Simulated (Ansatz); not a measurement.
NiMoIrPdW:

```
CELL_PARAMETERS angstrom
2.77046 0.00000 0.00000
-1.38523 2.39928 0.00000
0.00000 0.00000 21.88122
ATOMIC_POSITIONS crystal
Ni 0.33333 0.66667 0.04433
Ni 0.66667 0.33333 0.95562
Mo 0.66667 0.33333 0.34270
Mo 0.66667 0.33333 0.76320
Pd 0.33333 0.66667 0.44768
Pd 0.33333 0.66667 0.65723
Ir 0.33333 0.66667 0.23988
Ir 0.33333 0.66667 0.86050
W 0.66667 0.33333 0.13646
W 0.66667 0.33333 0.55240
```

The cell was built by a generator and needn't be a form met in nature.

| Property | Result |
| --- | --- |
| Program | Ansatz 0.2.0 |
| Task | relaxation of cell and atoms |
| Functional | PBEsol |
| Potentials or basis | all-electron PAW datasets made for the crystal |
| k mesh | 7 × 7 × 2 |
| Occupations | fermi-dirac, width 0.05 eV |
| Spin | collinear spin, ferromagnetic start |
| Starting moments | [1.0, 1.0, 1.0, 1.0, 0.0, 0.0, 0.6, 0.6, 0.0, 0.0] μB |

At the start: volume 14.54 Å³/atom.

Task: Where does the relaxation end?

Result: Over 6 steps the energy falls by 14.7 meV/atom and the volume is 14.05 Å³/atom (-3.4 %); space group P3m1 (No. 156, to 0.05 Å); moment 0.90 μB per cell.

The path:
| step | energy change (eV) | largest force (eV/Å) | volume (Å³) |
| --- | --- | --- | --- |
| 1 | 0.0000 | 0.1623 | 145.45 |
| 2 | -0.1416 | 0.1234 | 141.22 |
| 3 | -0.1470 | 0.0463 | 140.50 |
| 4 | -0.1472 | 0.0165 | 140.47 |
| 5 | -0.1472 | 0.0032 | 140.47 |
| 6 | -0.1472 | 0.0031 | 140.47 |

Final structure:
```
Ni Mo Pd Ir W
1.0
     2.74208    0.00000    0.00000
    -1.37104    2.37471    0.00000
     0.00000    0.00000   21.57284
Ni Mo Pd Ir W
2 2 2 2 2
Direct
  0.33333 0.66667 0.04381
  0.66667 0.33333 0.95576
  0.66667 0.33333 0.34389
  0.66667 0.33333 0.76218
  0.33333 0.66667 0.44818
  0.33333 0.66667 0.65685
  0.33333 0.66667 0.24050
  0.33333 0.66667 0.86012
  0.66667 0.33333 0.13615
  0.66667 0.33333 0.55257
```

Caveat: the k mesh is coarse (spacing up to 0.37 Å⁻¹), so the values aren't converged; the k mesh is thin for a metal, which can move the energy by tens of meV per atom.
